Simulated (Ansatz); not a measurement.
**CH6GaN + H2: a complex and its separated parts**

The complex below is one end of an elementary step. How strongly is it bound against its free parts?

Method: PBE0-D4/def2-TZVP structures, single points in def2-TZVPP, no counterpoise correction; program: Ansatz 0.2.0, Gaussian basis.

Levels: SPW92, PBE-D4, BLYP-D4, r2SCAN-D4, B97M-V, PBE0-D4, B3LYP-D4, r2SCAN0-D4, BHLYP-D4, CAM-B3LYP-D4, wB97X-V, wB97M-V, B2PLYP, PBE-QIDH, RPA on PBE, Hartree-Fock, MP2, CCSD, CCSD(T).

Cores are frozen in the correlated methods. Filled d shells of the heavier atoms are correlated. B3LYP uses VWN-RPA correlation. B2PLYP carries no dispersion term here.

94 further runs of the same task are left out: 94 set aside as unsound or not needed.

### Step 1. The starting structure

The complex: 11 atoms, charge 0, spin multiplicity 1.

Atoms are counted from 1 here; the program's logs count them from 0.

Bond lengths: Ga1–N2 1.817 Å, Ga1–H4 1.562 Å, Ga1–H5 1.561 Å, N2–C3 1.443 Å, N2–H8 1.008 Å, C3–H9 1.097 Å, C3–H10 1.097 Å, C3–H11 1.092 Å, H6–H7 0.748 Å. Angles: N2–Ga1–H4 116.0°, N2–Ga1–H5 116.5°, H4–Ga1–H5 127.5°, Ga1–N2–C3 127.7°, Ga1–N2–H8 119.2°, C3–N2–H8 113.1°, N2–C3–H9 112.3°, N2–C3–H10 112.4°, N2–C3–H11 109.8°, H9–C3–H10 107.6°, H9–C3–H11 107.2°, H10–C3–H11 107.3°.

As a file:

```
Ga   -1.2167    1.3874    0.2594
N     0.1008    0.1933    0.6310
C     0.0501   -1.2438    0.5074
H    -2.5516    0.7855   -0.2836
H    -0.8861    2.8916    0.5113
H     1.5075    0.2612   -1.7184
H     1.9432    0.1245   -2.3112
H     0.9777    0.5281    0.9992
H     0.8078   -1.6295   -0.1865
H     0.1930   -1.7507    1.4696
H    -0.9259   -1.5478    0.1220
```

Its parts: CH6GaN holds atoms 1, 2, 3, 4, 5, 8, 9, 10, 11; H2 holds atoms 6, 7. Each part counts its atoms afresh in its own runs.

### Step 2. Relaxing CH6GaN alone

The input, relax-a/in.yaml:

```yaml
crystal:
  periodic: [false, false, false]
  atoms:
    - {symbol: Ga, position_ang: [-1.216706, 1.387437, 0.259429]}
    - {symbol: N, position_ang: [0.100819, 0.193342, 0.631031]}
    - {symbol: C, position_ang: [0.050115, -1.243778, 0.507447]}
    - {symbol: H, position_ang: [-2.551573, 0.785499, -0.283588]}
    - {symbol: H, position_ang: [-0.886067, 2.891630, 0.511293]}
    - {symbol: H, position_ang: [0.977683, 0.528075, 0.999176]}
    - {symbol: H, position_ang: [0.807782, -1.629508, -0.186527]}
    - {symbol: H, position_ang: [0.193019, -1.750701, 1.469570]}
    - {symbol: H, position_ang: [-0.925868, -1.547791, 0.122032]}
basis:
  gaussian: {orbitals: def2-TZVP}
hamiltonian: {xc: pbe0, dispersion: d4}
relax: {f_tol: 0.005, max_steps: 200}
```

The run is started by

```console
$ ansatz run in.yaml --threads 4 --pin off --events-out ev --progress --plain --max-ram 9574MiB
```

After this run come: Relaxing H2 alone; SPW92/def2-TZVPP; PBE-D4/def2-TZVPP; BLYP-D4/def2-TZVPP; r2SCAN-D4/def2-TZVPP; B97M-V/def2-TZVPP; PBE0-D4/def2-TZVPP; B3LYP-D4/def2-TZVPP; r2SCAN0-D4/def2-TZVPP; BHLYP-D4/def2-TZVPP; CAM-B3LYP-D4/def2-TZVPP; wB97X-V/def2-TZVPP; wB97M-V/def2-TZVPP; B2PLYP/def2-TZVPP; PBE-QIDH/def2-TZVPP; RPA on PBE/def2-TZVPP; CCSD(T)/def2-TZVPP; Vibrations of CH6GaN; Vibrations of H2.

Before running it: what results should come out? Wanted: complex less parts, CCSD(T)/def2-TZVPP; with zero-point energy; largest T1 diagnostic.

**Answer**, as computed:

| quantity | value |
| --- | --- |
| complex less parts, CCSD(T)/def2-TZVPP | -3.4 kJ/mol |
| with zero-point energy | +1.9 kJ/mol |
| largest T1 diagnostic | 0.015 |

In words: At CCSD(T) the complex lies 3.4 kJ/mol below its parts. The functionals run from r2SCAN0-D4, off by 0.0 kJ/mol, to SPW92, off by -5.3 kJ/mol, against CCSD(T). Mean unsigned error by rung: LDA 5.3, GGA 1.2, meta-GGA 0.5, hybrid 0.7, range-separated hybrid 0.5, double hybrid 1.1 kJ/mol. PBE-D4 gives a relative energy 2.0 kJ/mol too low, an error of 60 % of the reference. No counterpoise was applied, and triple zeta lacks some correlation, so the CCSD(T) reference has a basis error of its own, and close matches with it are partly luck.
